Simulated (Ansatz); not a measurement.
# Cl₄H₂SSi₂: one species, many methods

The task here is to estimate one member of a computed series from the others.

Method: functionals in def2-TZVPP, the program's frozen cores in correlated methods; program: Ansatz 0.2.0, Gaussian basis.

Plan: PBE-D4, r2SCAN-D4, PBE0-D4, B3LYP-D4, ωB97X-V, ωB97M-V, B2PLYP; CCSD(T)/def2-TZVPP; MP2/def2-QZVPP; extrapolation to the limit.

### The relaxed structure

An earlier PBE0-D4 in a triple-zeta def2 set relaxation fixed the geometry.

SMILES `Cl[SiH2]S[Si](Cl)(Cl)Cl`, 9 atoms, charge 0, spin multiplicity 1.

Atoms are counted from 1 here; the program's logs count them from 0.

Bond lengths: Cl1–Si2 2.044 Å, Si2–S3 2.138 Å, Si2–H8 1.478 Å, Si2–H9 1.475 Å, S3–Si4 2.111 Å, Si4–Cl5 2.028 Å, Si4–Cl6 2.027 Å, Si4–Cl7 2.033 Å. Angles: Cl1–Si2–S3 112.7°, Cl1–Si2–H8 109.2°, Cl1–Si2–H9 108.0°, S3–Si2–H8 103.5°, S3–Si2–H9 111.2°, H8–Si2–H9 112.3°, Si2–S3–Si4 102.3°, S3–Si4–Cl5 106.6°, S3–Si4–Cl6 112.0°, S3–Si4–Cl7 112.3°, Cl5–Si4–Cl6 108.5°, Cl5–Si4–Cl7 109.4°, Cl6–Si4–Cl7 108.0°.

The first run:

File in.yaml:

```yaml
crystal:
  periodic: [false, false, false]
  atoms:
    - {symbol: Cl, position_ang: [-0.650670, 0.261990, -2.473021]}
    - {symbol: Si, position_ang: [0.955280, 0.654509, -1.271389]}
    - {symbol: S, position_ang: [0.383045, 1.209722, 0.712485]}
    - {symbol: Si, position_ang: [-0.757729, -0.453696, 1.334769]}
    - {symbol: Cl, position_ang: [-0.730930, -0.447259, 3.362784]}
    - {symbol: Cl, position_ang: [-2.684107, -0.325958, 0.715768]}
    - {symbol: Cl, position_ang: [0.006716, -2.210265, 0.655647]}
    - {symbol: H, position_ang: [1.659235, 1.852067, -1.775362]}
    - {symbol: H, position_ang: [1.819159, -0.541109, -1.261671]}
basis:
  gaussian: {orbitals: def2-TZVPP}
hamiltonian: {xc: pbe, dispersion: d4}
output: {forces: true, orbitals: {seedname: orbitals}}
```

The run is started by

```sh
ansatz run in.yaml --threads 2 --pin off --events-out ev --progress --plain --max-ram 22528MiB --backend cuda --devices 0, --max-vram 18GiB
```

Among the steps run: PBE-D4 (GGA); r2SCAN-D4 (meta-GGA); PBE0-D4 (hybrid); B3LYP-D4 (hybrid); ωB97X-V (range-separated); ωB97M-V (range-separated); B2PLYP (double hybrid); CCSD(T) in def2-TZVPP; MP2 in def2-QZVPP.

One table of the session follows, with a row left open; its other results are not shown here.

```
            method  atomisation energy (kJ/mol)
            PBE-D4                       2946.5
         r2SCAN-D4                       2944.8
           PBE0-D4                       2919.2
          B3LYP-D4                       2857.6
           ωB97X-V                       2942.5
           ωB97M-V                       2942.9
            B2PLYP                       2822.9
     HF/def2-TZVPP                       2128.9
    MP2/def2-TZVPP                       2915.3
   CCSD/def2-TZVPP                       2730.6
CCSD(T)/def2-TZVPP                            ?
           MP2/CBS                       3037.9
       CCSD(T)/CBS                       2919.3
```

**Question.** Estimate the row for CCSD(T)/def2-TZVPP.

**Answer.** atomisation energy (kJ/mol): 2796.6. In the column «atomisation energy (kJ/mol)» it lies between CCSD/def2-TZVPP (2730.6) and B2PLYP (2822.9).
